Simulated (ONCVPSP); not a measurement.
# Tm: generating and testing an ONCV potential

Do these settings give a usable potential? It is generated, then checked for transferability, scattering, ghosts and hardness.

The numbers are computed with ONCVPSP 4.0.1 (BLYP, scalar-relativistic, spin-unpolarised reference atom).

## Step 1: The design

The settings as typed:

```json
{
 "element": "thulium (Tm, Z = 69)",
 "type": "optimised norm-conserving Vanderbilt (ONCV)",
 "frozen core": "[Kr]",
 "valence charge": "33",
 "reference configuration": "4d10 4f13 5s2 5p6 6s2",
 "partial waves": "5s+6s: rc 2.20 bohr, ncon 4, nbas 9, qcut 4.6 1/bohr, 3 projectors, debl 2.7 Ha; 5p: rc 1.45 bohr, ncon 5, nbas 8, qcut 6.2 1/bohr, 1 projector; 4d: rc 0.95 bohr, ncon 4, nbas 9, qcut 15.1 1/bohr, 3 projectors, debl 0.9 Ha; 4f: rc 1.35 bohr, ncon 3, nbas 7, qcut 11.9 1/bohr, 2 projectors, debl 3.6 Ha",
 "local potential": "polynomial inside 0.80 bohr (lpopt 5, dvloc0 0 Ha)",
 "core correction": "not asked for"
}
```

The outer shells as boxes (Hund's rule for the drawing; the calculation is spin-unpolarised):

```
[Kr] core
4d [↑↓][↑↓][↑↓][↑↓][↑↓]
4f [↑↓][↑↓][↑↓][↑↓][↑↓][↑↓][↑ ]
5s [↑↓]
5p [↑↓][↑↓][↑↓]
6s [↑↓]
```

An earlier all-electron run gives the scale for the radii.

All-electron outer shells of the reference configuration (BLYP, scalar-relativistic, ld1.x):

```
shell  level (eV)  outermost node (bohr)  outermost maximum (bohr)
   4d     -171.33                   0.24                      0.50
   5s      -53.15                   0.59                      1.10
   5p      -26.68                   0.63                      1.26
   6s       -3.76                   1.49                      3.29
   4f       -2.87                      –                      0.50
   6p       -0.99                   1.84                      4.79
   5d       -0.68                   0.72                      2.15
```

## Step 2: Generation

Tm.dat

```
# ATOM AND REFERENCE CONFIGURATION
# atsym  z   nc   nv     iexc    psfile
  Tm 69.00    8    5  -106131      upf
#
#   n    l    f
    1    0    2.00
    2    0    2.00
    2    1    6.00
    3    0    2.00
    3    1    6.00
    3    2   10.00
    4    0    2.00
    4    1    6.00
    4    2   10.00
    4    3   13.00
    5    0    2.00
    5    1    6.00
    6    0    2.00
#
# PSEUDOPOTENTIAL AND OPTIMIZATION
# lmax
    3
#
#   l,   rc,      ep,       ncon, nbas, qcut
    0    2.20    0.00    4    9    4.60
    1    1.45    0.00    5    8    6.20
    2    0.95    0.00    4    9   15.10
    3    1.35    0.00    3    7   11.90
#
# LOCAL POTENTIAL
# lloc, lpopt,  rc(5),   dvloc0
    4    5    0.80    0.00
#
# VANDERBILT-KLEINMAN-BYLANDER PROJECTORs
# l, nproj, debl
    0    3    2.70
    1    1    2.90
    2    3    0.90
    3    2    3.60
#
# MODEL CORE CHARGE
# icmod, fcfact, rcfact
    0    0.00    0.00
#
# LOG DERIVATIVE ANALYSIS
# epsh1, epsh2, depsh
   -8.00    5.00    0.04
#
# OUTPUT GRID
# rlmax, drl
    6.00    0.01
#
# TEST CONFIGURATIONS
# ncnf
    4
# nvcnf
#   n    l    f
    5
    4    2   10.00
    4    3   13.00
    5    0    2.00
    5    1    6.00
    6    0    1.00
#
    5
    4    2   10.00
    4    3   13.00
    5    0    2.00
    5    1    6.00
    6    0    0.00
#
    5
    4    2   10.00
    4    3   12.00
    5    0    2.00
    5    1    6.00
    6    0    0.00
#
    5
    4    2   10.00
    4    3   11.00
    5    0    2.00
    5    1    6.00
    6    0    0.00
#
```

The run is started by

```sh
$ oncvpsp.x < Tm.dat > Tm.out
```

What does the calculation give? Wanted: cutoffs for 1 and 0.1 mHa per electron, occupied waves; bound ghosts; GHOST(+) flags; largest phase difference near zero energy, channels read; projector energies reset by the program.

**Answer**, as computed:

| quantity | value |
| --- | --- |
| cutoffs for 1 and 0.1 mHa per electron, occupied waves | 100 Ha and 111 Ha |
| bound ghosts | s at -159.31 eV, p at -118.61 eV |
| GHOST(+) flags | d at 8607 eV |
| largest phase difference near zero energy, channels read | 0.001 rad |
| projector energies reset by the program | d: -6.296, 0.250, 1.150 Ha |

A bound ghost (s, p) makes it unfit for use: electrons can fall into a state that the atom doesn't have. By its cutoff, 100 Ha for the looser tolerance, it is very hard. At the looser tolerance the 4d wave is the slowest; 4f needs 63 Ha. Near zero energy the phases of the channels with partial waves agree within 0.001 rad. The pseudo curves have poles with no partner nearby in the atom's: s at -5.85 Ha, p at -4.33 Ha. The program also flags highly localised states, GHOST(+) (d). These are tests on the free atom; a crystal test is still owed.
